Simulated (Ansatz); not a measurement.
# CrO: the cost of one run

Method: def2-TZVPP, core rule «outside noble gas», up to 10 orbitals frozen; program: Ansatz 0.2.0, Gaussian basis.

Plan: UHF; CCSD(T) on ROHF; CCSD(T) on UHF; CCSDT(Q) on ROHF; CCSDT(Q) on UHF.

6 further runs of the same task are left out: 2 for a known fault of the program, 4 set aside as unsound or not needed.

### 1 The system

The geometry is a PBE0/def2-TZVP stationary point (not a proven minimum) of the parent state, kept for this charge and spin.

2 atoms, charge 1, spin multiplicity 2.

Atoms are counted from 1 here; the program's logs count them from 0.

Bond lengths: Cr1–O2 1.537 Å.

### 2 UHF

Contents of in.yaml:

```yaml
crystal:
  periodic: [false, false, false]
  atoms:
    - {symbol: Cr, position_ang: [0.000000, 0.000000, 0.000000]}
    - {symbol: O, position_ang: [0.000000, 0.000000, 1.536600]}
basis:
  gaussian: {orbitals: def2-TZVPP}
total_charge: 1
magnetization: {spin_polarized: true, initial_magnetization: 1}
hamiltonian: {xc: hf}
output: {orbitals: {seedname: orbitals}}
```

Launch:

```bash
$ ansatz run in.yaml --threads 1 --pin off --events-out ev --progress --plain --max-ram 4096MiB --backend cpu
```

What time and memory should one allow on 1 thread of AMD EPYC 7R13, shared host?

About 53 s, with a peak of 0.25 GiB.
